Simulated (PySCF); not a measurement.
# C3H11AsSSi: the cost of one run

Computed with PySCF 2.14.0 and routines of our own; the level stands in each step. Atoms count from 0.

## (1) The system as given

17 atoms, charge 0, multiplicity 1; geometry from: GFN2-xTB.

## (2) Relaxing the molecule at PBE0-D3(BJ)/def2-SVP

What the job is given:

```
{"job": {"xc": "PBE0", "basis": "def2-SVP", "d3": "d3bj", "grid": 1, "kind": "geom"}, "charge": 0, "multiplicity": 1}
C      2.106982     1.053067    -0.071225
S      1.471158    -0.071534     1.202018
C      0.891523    -1.452660     0.161885
C     -0.318826    -1.112422    -0.682547
Si    -1.734999    -0.341340     0.356500
As    -1.401184     1.950790     0.554292
H      2.626003     1.849932     0.451150
H      1.284908     1.471916    -0.652952
H      2.800155     0.515553    -0.712099
H      0.646418    -2.237641     0.876680
H      1.741654    -1.780141    -0.440974
H     -0.026880    -0.426795    -1.482626
H     -0.657188    -2.028339    -1.168116
H     -2.980838    -0.728569    -0.331115
H     -1.741148    -1.012605     1.664718
H     -2.779568     2.160730     1.095648
H     -1.935166     2.202088    -0.831146
```

On the command line:

```console
OMP_NUM_THREADS=1 python excited_run.py task.json out
```

The driver reads the jobs from task.json and runs them one after another.

Q: Estimate the wall time and peak memory of this first job on 1 thread of Intel Xeon Platinum 8488C, shared host.

About 54 s, with a peak of 0.77 GiB.
